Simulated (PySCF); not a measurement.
# CH₅AlClN: electronic excitations at several levels of theory, part 2 of 2

PySCF 2.14.0. Atoms count from 0.

## (6) Ultraviolet spectrum: PBE0/def2-TZVP

Job settings and geometry (Å):

```
{"job": {"kind": "uv", "xc": "PBE0", "basis": "def2-TZVP"}, "charge": 0, "multiplicity": 1}
C     -1.029569     0.187271     0.168860
N      0.379623    -0.113425     0.272320
Al     1.710347     1.028837     0.484553
Cl     3.661704     0.235423     0.532711
H     -1.628796    -0.301667     0.958247
H     -1.458885    -0.113599    -0.804518
H     -1.196651     1.271776     0.268733
H      0.575493    -1.106778     0.190942
H      1.455127     2.574284     0.631024
```

With the program's defaults for keys left out, this is: TDDFT PBE0/def2-TZVP, vertical, gas phase, core orbitals frozen in the response.

The log of the run:

```text
coarse grid: 8496 points
cycle   1  E = -798.2221297526  dE =  1.156e-01  |g| = 4.655e-01  |ddm| = 2.183e+00
cycle   2  E = -798.1628531831  dE =  5.928e-02  |g| = 6.995e-01  |ddm| = 7.730e-01
cycle   3  E = -798.2726831197  dE = -1.098e-01  |g| = 8.619e-02  |ddm| = 4.646e-01
cycle   4  E = -798.2742748588  dE = -1.592e-03  |g| = 3.199e-02  |ddm| = 8.362e-02
cycle   5  E = -798.2744675761  dE = -1.927e-04  |g| = 4.987e-03  |ddm| = 2.332e-02
cycle   6  E = -798.2744732103  dE = -5.634e-06  |g| = 1.901e-03  |ddm| = 5.338e-03
final grid: 72696 points
cycle   7  E = -798.2685135764  dE = -2.691e-05  |g| = 6.859e-03  |ddm| = 2.441e-02
cycle   8  E = -798.2685063222  dE =  7.254e-06  |g| = 8.685e-03  |ddm| = 9.146e-03
cycle   9  E = -798.2685236282  dE = -1.731e-05  |g| = 1.158e-03  |ddm| = 5.519e-03
cycle  10  E = -798.2685238956  dE = -2.675e-07  |g| = 2.254e-04  |ddm| = 7.305e-04
cycle  11  E = -798.2685239065  dE = -1.086e-08  |g| = 3.472e-05  |ddm| = 1.426e-04
cycle  12  E = -798.2685239067  dE = -2.506e-10  |g| = 9.519e-06  |ddm| = 3.458e-05
converged SCF energy = -798.2685239067

Static polarisability (au): isotropic 57.843, principal 46.544 53.814 73.171

Singlet excitations
state   eV       nm        f      main configurations
  1   5.6363    220.0   0.11628   H->L 0.98
  2   5.8417    212.2   0.02624   H->L+1 0.97
  3   6.5059    190.6   0.00137   H->L+2 0.96
  4   6.8923    179.9   0.01257   H-1->L 0.99
  5   7.5816    163.5   0.00031   H->L+3 0.72, H->L+4 0.14, H-3->L 0.13
  6   7.6164    162.8   0.01058   H-2->L 0.93
  7   7.6586    161.9   0.01106   H-3->L 0.83, H->L+3 0.12
  8   7.7678    159.6   0.10666   H-1->L+1 0.83, H-3->L+1 0.10
  9   8.0067    154.9   0.01197   H->L+4 0.79, H->L+3 0.14
 10   8.0193    154.6   0.01496   H-4->L 0.80, H-2->L+1 0.16

Triplet excitations (Tamm-Dancoff, eV): 4.6466 5.3912 6.3699 6.4136
```

Wall time 14 s (1 thread of Arm Neoverse V1, shared host); peak memory 0.73 GiB.

Key values: HOMO -7.07 eV, LUMO -0.52 eV; lowest singlet 5.64 eV.

## (7) Excited states and response: PBE0/aug-cc-pVDZ

Settings changed since step 6:

```diff
@@ -1,2 +1,2 @@
-{"job": {"kind": "uv", "xc": "PBE0", "basis": "def2-TZVP"}, "charge": 0, "multiplicity": 1}
+{"job": {"kind": "uv", "xc": "PBE0", "basis": "aug-cc-pVDZ"}, "charge": 0, "multiplicity": 1}
 C     -1.029569     0.187271     0.168860
```

With the program's defaults for keys left out, this is: TDDFT PBE0/aug-cc-pVDZ, vertical, gas phase, core orbitals frozen in the response.

The log of the run:

```text
coarse grid: 8496 points
cycle   1  E = -798.1554906030  dE =  1.532e-01  |g| = 4.421e-01  |ddm| = 5.938e+00
cycle   2  E = -798.0953133320  dE =  6.018e-02  |g| = 6.721e-01  |ddm| = 2.039e+00
cycle   3  E = -798.2047460883  dE = -1.094e-01  |g| = 8.431e-02  |ddm| = 1.094e+00
cycle   4  E = -798.2065019266  dE = -1.756e-03  |g| = 2.208e-02  |ddm| = 2.023e-01
cycle   5  E = -798.2066338520  dE = -1.319e-04  |g| = 4.608e-03  |ddm| = 5.493e-02
cycle   6  E = -798.2066399088  dE = -6.057e-06  |g| = 1.034e-03  |ddm| = 1.104e-02
final grid: 72696 points
cycle   7  E = -798.2222635403  dE = -1.078e-05  |g| = 5.905e-03  |ddm| = 6.769e-02
cycle   8  E = -798.2222558645  dE =  7.676e-06  |g| = 8.147e-03  |ddm| = 2.299e-02
cycle   9  E = -798.2222721760  dE = -1.631e-05  |g| = 1.032e-03  |ddm| = 1.315e-02
cycle  10  E = -798.2222724144  dE = -2.383e-07  |g| = 1.145e-04  |ddm| = 1.638e-03
cycle  11  E = -798.2222724173  dE = -2.972e-09  |g| = 2.475e-05  |ddm| = 2.830e-04
cycle  12  E = -798.2222724175  dE = -1.719e-10  |g| = 7.143e-06  |ddm| = 7.181e-05
converged SCF energy = -798.2222724175

Static polarisability (au): isotropic 63.011, principal 51.366 58.952 78.716

Singlet excitations
state   eV       nm        f      main configurations
  1   5.5044    225.2   0.01953   H->L+1 0.95
  2   5.5133    224.9   0.11179   H->L 0.97
  3   5.9849    207.2   0.00751   H->L+2 0.94
  4   6.5673    188.8   0.00002   H->L+3 0.68, H->L+5 0.14, H->L+6 0.12
  5   6.7814    182.8   0.00516   H-1->L 0.86
  6   6.8895    180.0   0.01772   H->L+5 0.53, H->L+4 0.13, H->L+3 0.12
  7   6.9110    179.4   0.00358   H->L+4 0.79, H->L+5 0.14
  8   7.0427    176.0   0.01285   H->L+6 0.81, H->L+3 0.12
  9   7.4320    166.8   0.09006   H-1->L+1 0.76, H-1->L+2 0.13
 10   7.4912    165.5   0.00268   H->L+7 0.89

Triplet excitations (Tamm-Dancoff, eV): 4.5408 5.1617 5.8704 6.3234
```

Wall time 12 s (1 thread of Arm Neoverse V1, shared host); peak memory 0.64 GiB.

This run: HOMO -7.10 eV, LUMO -0.70 eV; lowest singlet 5.50 eV.

## (8) Excited states and response: PBE0/def2-TZVPD

Settings changed since step 7:

```diff
@@ -1,2 +1,2 @@
-{"job": {"kind": "uv", "xc": "PBE0", "basis": "aug-cc-pVDZ"}, "charge": 0, "multiplicity": 1}
+{"job": {"kind": "uv", "xc": "PBE0", "basis": "def2-TZVPD"}, "charge": 0, "multiplicity": 1}
 C     -1.029569     0.187271     0.168860
```

With the program's defaults for keys left out, this is: TDDFT PBE0/def2-TZVPD, vertical, gas phase, core orbitals frozen in the response.

The log of the run:

```text
coarse grid: 8496 points
cycle   1  E = -798.2240597231  dE =  1.158e-01  |g| = 4.634e-01  |ddm| = 2.462e+00
cycle   2  E = -798.1641529958  dE =  5.991e-02  |g| = 7.000e-01  |ddm| = 1.010e+00
cycle   3  E = -798.2742619599  dE = -1.101e-01  |g| = 8.589e-02  |ddm| = 5.617e-01
cycle   4  E = -798.2758348486  dE = -1.573e-03  |g| = 3.276e-02  |ddm| = 9.934e-02
cycle   5  E = -798.2760390987  dE = -2.043e-04  |g| = 4.891e-03  |ddm| = 3.051e-02
cycle   6  E = -798.2760444188  dE = -5.320e-06  |g| = 1.922e-03  |ddm| = 7.418e-03
final grid: 72696 points
cycle   7  E = -798.2700893137  dE = -2.855e-05  |g| = 6.871e-03  |ddm| = 1.065e-01
cycle   8  E = -798.2700819098  dE =  7.404e-06  |g| = 8.736e-03  |ddm| = 1.270e-02
cycle   9  E = -798.2700994058  dE = -1.750e-05  |g| = 1.176e-03  |ddm| = 7.007e-03
cycle  10  E = -798.2700996825  dE = -2.767e-07  |g| = 2.291e-04  |ddm| = 8.598e-04
cycle  11  E = -798.2700996937  dE = -1.124e-08  |g| = 3.496e-05  |ddm| = 2.061e-04
cycle  12  E = -798.2700996940  dE = -2.547e-10  |g| = 9.848e-06  |ddm| = 4.698e-05
converged SCF energy = -798.2700996940

Static polarisability (au): isotropic 63.118, principal 52.086 59.107 78.163

Singlet excitations
state   eV       nm        f      main configurations
  1   5.5491    223.4   0.10686   H->L 0.98
  2   5.5673    222.7   0.02283   H->L+1 0.96
  3   6.1764    200.7   0.00394   H->L+2 0.96
  4   6.8372    181.3   0.00939   H-1->L 0.94
  5   6.9792    177.6   0.00001   H->L+4 0.73, H->L+3 0.16
  6   7.0416    176.1   0.00848   H->L+3 0.74, H->L+4 0.15
  7   7.4085    167.4   0.01927   H->L+5 0.92
  8   7.4784    165.8   0.08482   H-1->L+1 0.82
  9   7.5583    164.0   0.01189   H-2->L 0.80, H->L+6 0.12
 10   7.5943    163.3   0.00626   H-3->L 0.88, H-2->L+1 0.09

Triplet excitations (Tamm-Dancoff, eV): 4.6249 5.2090 6.0587 6.3473
```

Wall time 20 s (1 thread of Arm Neoverse V1, shared host); peak memory 0.78 GiB.

In short: HOMO -7.10 eV, LUMO -0.63 eV; lowest singlet 5.55 eV.

## (9) TDDFT and polarisability: PBE0/6-31+G*

Settings changed since step 8:

```diff
@@ -1,2 +1,2 @@
-{"job": {"kind": "uv", "xc": "PBE0", "basis": "def2-TZVPD"}, "charge": 0, "multiplicity": 1}
+{"job": {"kind": "uv", "xc": "PBE0", "basis": "6-31+G*"}, "charge": 0, "multiplicity": 1}
 C     -1.029569     0.187271     0.168860
```

Level: TDDFT PBE0/6-31+G*, vertical, gas phase, core orbitals frozen in the response.

The log of the run:

```text
coarse grid: 8496 points
cycle   1  E = -798.1643992190  dE =  1.376e-01  |g| = 4.381e-01  |ddm| = 2.630e+00
cycle   2  E = -798.1092932629  dE =  5.511e-02  |g| = 6.533e-01  |ddm| = 1.087e+00
cycle   3  E = -798.2137618468  dE = -1.045e-01  |g| = 8.294e-02  |ddm| = 6.099e-01
cycle   4  E = -798.2154894731  dE = -1.728e-03  |g| = 2.090e-02  |ddm| = 1.160e-01
cycle   5  E = -798.2156141091  dE = -1.246e-04  |g| = 3.827e-03  |ddm| = 3.234e-02
cycle   6  E = -798.2156180213  dE = -3.912e-06  |g| = 9.137e-04  |ddm| = 7.002e-03
final grid: 72696 points
cycle   7  E = -798.1722940638  dE = -7.826e-06  |g| = 6.109e-03  |ddm| = 2.448e-02
cycle   8  E = -798.1722856335  dE =  8.430e-06  |g| = 8.522e-03  |ddm| = 1.251e-02
cycle   9  E = -798.1723035188  dE = -1.789e-05  |g| = 1.026e-03  |ddm| = 7.451e-03
cycle  10  E = -798.1723037578  dE = -2.390e-07  |g| = 1.098e-04  |ddm| = 8.168e-04
cycle  11  E = -798.1723037604  dE = -2.618e-09  |g| = 2.515e-05  |ddm| = 1.490e-04
cycle  12  E = -798.1723037606  dE = -1.648e-10  |g| = 6.860e-06  |ddm| = 4.591e-05
converged SCF energy = -798.1723037606

Static polarisability (au): isotropic 54.851, principal 42.778 50.996 70.778

Singlet excitations
state   eV       nm        f      main configurations
  1   5.5643    222.8   0.11924   H->L 0.95
  2   5.5726    222.5   0.03259   H->L+1 0.93
  3   6.1555    201.4   0.00275   H->L+2 0.95
  4   6.8485    181.0   0.00881   H-1->L 0.93
  5   6.8911    179.9   0.00114   H->L+3 0.74, H->L+4 0.12
  6   7.1439    173.6   0.01062   H->L+4 0.78, H->L+3 0.16
  7   7.4148    167.2   0.01888   H->L+5 0.88
  8   7.4538    166.3   0.07624   H-1->L+1 0.81
  9   7.5414    164.4   0.01175   H-2->L 0.69, H->L+6 0.26
 10   7.5925    163.3   0.04104   H->L+6 0.64, H-2->L 0.24

Triplet excitations (Tamm-Dancoff, eV): 4.5696 5.1959 6.0441 6.4914
```

Wall time 6.5 s (1 thread of Arm Neoverse V1, shared host); peak memory 0.46 GiB.

Key values: HOMO -7.12 eV, LUMO -0.67 eV; lowest singlet 5.56 eV.

## (10) Side by side: electronic excitations

Excitations and ground-state properties, with basis size and wall time:

```tsv
run	lowest singlet (eV)	brightest (eV)	f	gap (eV)	α (Å³)	μ (D)	functions	time
wB97X-D/def2-SVPD	6.00	8.23	0.165	10.14	9.07	2.24	131	21 s
LC-wPBE/def2-SVPD	6.48	8.72	0.179	11.32	8.79	2.25	131	26 s
PBE0/6-31G*	5.74	5.74	0.150	6.54	7.34	2.54	74	4.9 s
PBE0/def2-SVP	5.84	5.84	0.158	6.65	7.32	2.24	89	6 s
PBE0/def2-TZVP	5.64	5.64	0.116	6.55	8.57	2.13	166	14 s
PBE0/aug-cc-pVDZ	5.50	5.51	0.112	6.39	9.34	2.21	145	12 s
PBE0/def2-TZVPD	5.55	5.55	0.107	6.48	9.35	2.14	208	20 s
PBE0/6-31+G*	5.56	5.56	0.119	6.45	8.13	2.44	90	6.5 s
```

## (11) Outcome

What follows sums up all 2 parts.

```
                                quantity                         value
      lowest singlet (wB97X-D/def2-SVPD)   6.00 eV (207 nm), f = 0.116
brightest single state of those computed  state 10, 8.23 eV, f = 0.165
                          lowest triplet                       5.14 eV
       vertical ionisation energy (ΔSCF)                       9.34 eV
             range of the lowest singlet               5.50 to 6.48 eV
```

What this shows: Single values in the summary come from the first sound run of each kind (wB97X-D/def2-SVPD), which need not be the best level. The first singlet state (HOMO→LUMO 0.97) lies at 6.00 eV and is bright; of the 10 states computed, the strongest absorption comes from state 10 at 8.23 eV (the last computed, so partners may be missing). The lowest triplet lies 0.86 eV below the lowest singlet (triplets in Tamm-Dancoff, singlets in full TDDFT). The orbital energy would give 9.03 eV for ionisation, ΔSCF gives 9.34 eV. The lowest singlet runs from 5.50 eV (PBE0/aug-cc-pVDZ) to 6.48 eV (LC-wPBE/def2-SVPD), while the orbital gap spans 6.39 to 11.32 eV. The lowest state need not be the same one in every run. The runs solved for a few states only, so the brightest column depends on that window.
